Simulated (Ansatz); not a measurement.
# H4O2Zn: the cost of one run

Program: Ansatz 0.2.0. Level of theory: RKS B3LYP/def2-SVP. These are calculated values, not measurements.

### 1 The structure to begin with

Bond lengths: Zn1–O2 2.140 Å, O2–H3 1.010 Å, Zn1–O4 1.790 Å, O4–H5 1.010 Å. Angles: Zn1–O2–H3 109.5°, O2–Zn1–O4 180.0°, Zn1–O4–H5 109.5°.

As a file:

```xyz
7

Zn    0.0000    0.0000    0.0000
O     0.0000    0.0000    2.1400
H    -0.9095   -0.2814    2.4771
O     0.0000    0.0000   -1.7900
H     0.2547   -0.9174   -2.1271
H     1.7100   -0.4746    0.5897
H     1.3229   -0.3672    1.5381
```

### 2 Pulling towards end A

Springs on the bonds that form and break draw the guess towards this end; the thresholds are loose.

Contents of input.yaml:

```yaml
crystal:
  periodic: [false, false, false]
  atoms:
    - { symbol: Zn, position_ang: [0.0, 0.0, 0.0] }
    - { symbol: O, position_ang: [0.0, 0.0, 2.14] }
    - { symbol: H, position_ang: [-0.9095, -0.2814, 2.4771] }
    - { symbol: O, position_ang: [0.0, 0.0, -1.79] }
    - { symbol: H, position_ang: [0.2547, -0.9174, -2.1271] }
    - { symbol: H, position_ang: [1.71, -0.4746, 0.5897] }
    - { symbol: H, position_ang: [1.3229, -0.3672, 1.5381] }
basis:
  gaussian: { orbitals: def2-SVP }
hamiltonian:
  xc: b3lyp
relax:
  f_tol: 0.15
  max_steps: 25
  restrain:
    - { distance: [0, 5], at: 2.77, k: 30.0 }
    - { distance: [6, 1], at: 2.21, k: 30.0 }
    - { distance: [0, 1], at: 1.79, k: 30.0 }
    - { distance: [6, 5], at: 0.66, k: 30.0 }
output:
  orbitals: {}
```

Command:

```console
$ ansatz run input.yaml --threads 1 --pin off --max-ram 2048MiB --backend cpu --events-out ev --progress --plain --runs-dir out
```

Q: Estimate wall time and peak memory on 1 thread of Arm Neoverse V2, shared host.

About 26 s, with a peak of 0.15 GiB.
